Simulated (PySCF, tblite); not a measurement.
**C5H7ClSSi: geometry, infrared bands and NMR shifts**

What infrared bands and NMR shifts should C5H7ClSSi (`Cl[SiH2]SC1=CC=CC1`) show?

Computed with tblite 0.8.0 and PySCF 2.14.0, with density-fitted response routines of our own, on a single molecule in the gas phase. Atoms count from 0, in the outputs and in this text.

### 1 The molecule as given

15 atoms, charge 0, multiplicity 1; geometry from: force field or distance geometry start.

Bonds of the start (Å): Cl0–Si1 2.08, Si1–S2 2.11, S2–C3 1.81, C3–C4 1.33, C4–C5 1.46, C5–C6 1.32, C6–C7 1.48, C7–C3 1.47, Si1–H8 1.50, Si1–H9 1.48, C4–H10 1.09, C5–H11 1.10, C6–H12 1.09, C7–H13 1.13, C7–H14 1.12.

### 2 Optimising the geometry with GFN2-xTB

Job settings and geometry (Å):

```
{"job": {"kind": "relax", "xc": "GFN2-xTB", "basis": "xTB"}, "charge": 0, "multiplicity": 1}
Cl     2.470700     2.188600     0.131100
Si     3.015800     0.218300    -0.242000
S      1.480900    -0.784300    -1.293200
C     -0.134300    -0.326700    -0.610200
C     -0.365000     0.481500     0.422200
C     -1.811700     0.547400     0.627100
C     -2.394800    -0.228300    -0.267100
C     -1.391200    -0.878600    -1.146500
H      3.280200    -0.545400     1.019600
H      4.285500     0.148200    -1.003700
H      0.363000     1.030800     1.012900
H     -2.350700     1.127300     1.391300
H     -3.477000    -0.358400    -0.308000
H     -1.550400    -0.616000    -2.233400
H     -1.425500    -1.996400    -1.027700
```

On the command line:

```sh
OMP_NUM_THREADS=1 python probes_run.py task.json out
```

This one command runs all jobs of the session in turn.

**Question.** This job is followed by: GFN2-xTB harmonic vibrations, gas phase; GIAO PBE0/pcSseg-1 NMR shielding, non-relativistic, gas phase. Predict these results of the whole session: strongest single infrared mode (GFN2-xTB); zero-point energy (GFN2-xTB); 13C shifts against TMS (PBE0/pcSseg-1); 1H shifts against TMS (PBE0/pcSseg-1, means over atoms taken as alike); 35Cl shifts against HCl (PBE0/pcSseg-1); 29Si shifts against TMS (PBE0/pcSseg-1); 33S shifts against CS2 (PBE0/pcSseg-1); surface potential, 1st and 99th percentile.

As calculated:

| quantity | value |
| --- | --- |
| strongest single infrared mode (GFN2-xTB) | 693 cm⁻¹, 476 km/mol |
| zero-point energy (GFN2-xTB) | 63.3 kcal/mol |
| 13C shifts against TMS (PBE0/pcSseg-1) | 145.9, 140.8, 139.1, 134.8, 49.9 ppm |
| 1H shifts against TMS (PBE0/pcSseg-1, means over atoms taken as alike) | 6.69, 6.61, 6.48, 5.71, 3.15 ppm |
| 35Cl shifts against HCl (PBE0/pcSseg-1) | -15 ppm |
| 29Si shifts against TMS (PBE0/pcSseg-1) | -15.4 ppm |
| 33S shifts against CS2 (PBE0/pcSseg-1) | -28 ppm |
| surface potential, 1st and 99th percentile | -0.70 V and 1.32 V |

In words: Over 66 steps the energy fell by 0.329 eV; of the close pairs, Cl0–Si1 changed most, 2.078 to 2.008 Å. All 39 modes are real, so the xTB geometry is a minimum. The strongest single mode, at 693 cm⁻¹, moves mainly H9 and H8. Unscaled tight-binding wavenumbers are off by several per cent, some by more. Its intensities can rank the bands wrongly. At PBE0/pcSseg-1: The widest tensor belongs to S2: span 298 ppm, with a paramagnetic part of -526 ppm. By nearest atom (PBE0/pcSseg-1), the HOMO sits on S2 26 %; C3, C6 about 19 % each and the LUMO on C3 22 %; C6 18 %.
